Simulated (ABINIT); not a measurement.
Runs of ABINIT 10.8.3 (patched build) on VWC2. It takes space group R-3m (No. 166, trigonal). The conventional cell has a = 3.034 Å, b = 3.034 Å, c = 14.802 Å, α = 90.00°, β = 90.00°, γ = 120.00°. W (site symmetry -3m) is surrounded by 6 C at 2.17 Å. V (site symmetry -3m) is surrounded by 6 C at 2.11 Å. Around C (site symmetry 3m) lie 3 V at 2.11 Å and 3 W at 2.17 Å. The cell comes from a database or a generator and needn't be the stable form of this composition.

```csv
task,level,potentials or basis,k mesh,gap on the mesh (eV),pressure (GPa),moment (μB),largest force (eV/Å)
band structure,PBE,JTH PAW PBE v2.0,8 × 8 × 8,none,-1.2,0.00,(a)
single point,PBEsol,JTH PAW PBE v2.0,10 × 10 × 10,none,-9.3,0.00,0.12
band structure,LDA,JTH PAW LDA v2.0,8 × 8 × 8,none,-16.5,0.00,(b)
band structure,PBEsol,JTH PAW PBE v2.0,8 × 8 × 8,none,-9.4,0.00,0.11
```

Alike in all rows: spin collinear, ferromagnetic start; cell as given; cutoff (eV) 517; smearing fermi-dirac 0.05 eV.

Question: Estimate the missing entries.

Answer: (a) 0.10; (b) 0.17.

Caveats: the PAW data sets were made with another functional, which shifts forces and pressure a little (some runs).

A k mesh can miss the band edges, and the runs leave out spin-orbit coupling on W.

A gap of «none» marks a metal or a gap under the smearing width.

Not every run made on this cell is shown here.
